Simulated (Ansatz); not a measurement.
# AsH₃NNa: single points off equilibrium

How do the functionals fare away from a minimum? The structure is a structure displaced at random from a GFN2-xTB minimum.

The runs use Ansatz 0.2.0, Gaussian basis; single points in def2-TZVPP.

Cores are frozen in the correlated methods. Filled d shells of the heavier atoms are correlated. The outer core shell of Li, Na, Mg and K is correlated. B3LYP uses VWN-RPA correlation.

## 1. The system as given

SMILES `N[AsH][Na]`, 6 atoms, charge 0, spin multiplicity 1.

Atoms are counted from 1 here; the program's logs count them from 0.

Bond lengths: N1–As2 1.878 Å, N1–H4 1.019 Å, N1–H5 1.033 Å, As2–Na3 2.760 Å, As2–H6 1.493 Å. Angles: As2–N1–H4 110.6°, As2–N1–H5 110.7°, H4–N1–H5 101.7°, N1–As2–Na3 83.4°, N1–As2–H6 92.2°, Na3–As2–H6 84.9°.

Geometry (Å):

```xyz
6
charge 0, multiplicity 1
N    -0.4912    0.2191   -0.6612
As    0.0619    0.2038    1.1339
Na    1.0102   -2.3070    0.4902
H    -1.4709   -0.0492   -0.7360
H    -0.5103    1.1836   -1.0294
H     1.4346    0.6686    0.7757
```

## 2. CCSD(T)/def2-TZVPP

Contents of run/in.yaml:

```yaml
crystal:
  periodic: [false, false, false]
  atoms:
    - {symbol: N, position_ang: [-0.491200, 0.219100, -0.661200]}
    - {symbol: As, position_ang: [0.061900, 0.203800, 1.133900]}
    - {symbol: Na, position_ang: [1.010200, -2.307000, 0.490200]}
    - {symbol: H, position_ang: [-1.470900, -0.049200, -0.736000]}
    - {symbol: H, position_ang: [-0.510300, 1.183600, -1.029400]}
    - {symbol: H, position_ang: [1.434600, 0.668600, 0.775700]}
basis:
  gaussian: {orbitals: def2-TZVPP}
correlation: {method: ccsd_t}
output: {forces: true}
```

The command line of these runs was not kept.

## 3. PBE0-D4/def2-TZVPP

Edit run/in.yaml of step 2 so:

```diff
@@ -11,3 +11,3 @@
   gaussian: {orbitals: def2-TZVPP}
-correlation: {method: ccsd_t}
-output: {forces: true}
+hamiltonian: {xc: pbe0, dispersion: d4}
+output: {forces: true, orbitals: {seedname: orbitals}}
```

## 4. wB97M-V/def2-TZVPP

Edit run/in.yaml of step 3 so:

```diff
@@ -11,3 +11,3 @@
   gaussian: {orbitals: def2-TZVPP}
-hamiltonian: {xc: pbe0, dispersion: d4}
-output: {forces: true, orbitals: {seedname: orbitals}}
+hamiltonian: {xc: {name: wB97M-V}}
+output: {forces: true}
```

## 5. r2SCAN-D4/def2-TZVPP

Edit run/in.yaml of step 4 so:

```diff
@@ -11,3 +11,3 @@
   gaussian: {orbitals: def2-TZVPP}
-hamiltonian: {xc: {name: wB97M-V}}
+hamiltonian: {xc: r2scan, dispersion: d4}
 output: {forces: true}
```

## 6. PBE-D4/def2-TZVPP

Edit run/in.yaml of step 5 so:

```diff
@@ -11,3 +11,3 @@
   gaussian: {orbitals: def2-TZVPP}
-hamiltonian: {xc: r2scan, dispersion: d4}
+hamiltonian: {xc: pbe, dispersion: d4}
 output: {forces: true}
```

## 7. B97M-V/def2-TZVPP

Edit run/in.yaml of step 6 so:

```diff
@@ -11,3 +11,3 @@
   gaussian: {orbitals: def2-TZVPP}
-hamiltonian: {xc: pbe, dispersion: d4}
+hamiltonian: {xc: {name: B97M-V}}
 output: {forces: true}
```

## 8. B3LYP-D4/def2-TZVPP

Edit run/in.yaml of step 7 so:

```diff
@@ -11,3 +11,3 @@
   gaussian: {orbitals: def2-TZVPP}
-hamiltonian: {xc: {name: B97M-V}}
+hamiltonian: {xc: {name: B3LYP}, dispersion: d4}
 output: {forces: true}
```

(Steps that only read results are left out.)

**Question.** What will these runs give? Wanted: energy less free atoms, CCSD(T)/def2-TZVPP; RMS force component; RMS force error; HOMO and LUMO, PBE0-D4; T1 diagnostic.

The runs gave:

| quantity | value |
| --- | --- |
| energy less free atoms, CCSD(T)/def2-TZVPP | -14.465 eV |
| RMS force component | 0.587 to 0.641 eV/Å over the methods |
| RMS force error | PBE0-D4 0.094, wB97M-V 0.069, r2SCAN-D4 0.041, PBE-D4 0.168, B97M-V 0.124, B3LYP-D4 0.075 eV/Å |
| HOMO and LUMO, PBE0-D4 | -4.00 and -1.49 eV |
| T1 diagnostic | 0.011 |

What this shows: Against CCSD(T) the functionals' energies less atoms differ by -1.057 to -0.492 eV, PBE-D4 by -1.057 eV. The reference is not at the basis limit: in triple zeta CCSD(T) underbinds, which counts against methods that bind more; the gaps are no ranking. On forces the order runs from r2SCAN-D4 to PBE-D4. Frozen-core CCSD(T) forces in triple zeta carry basis errors of their own, and this is one geometry, so small gaps rank nothing.
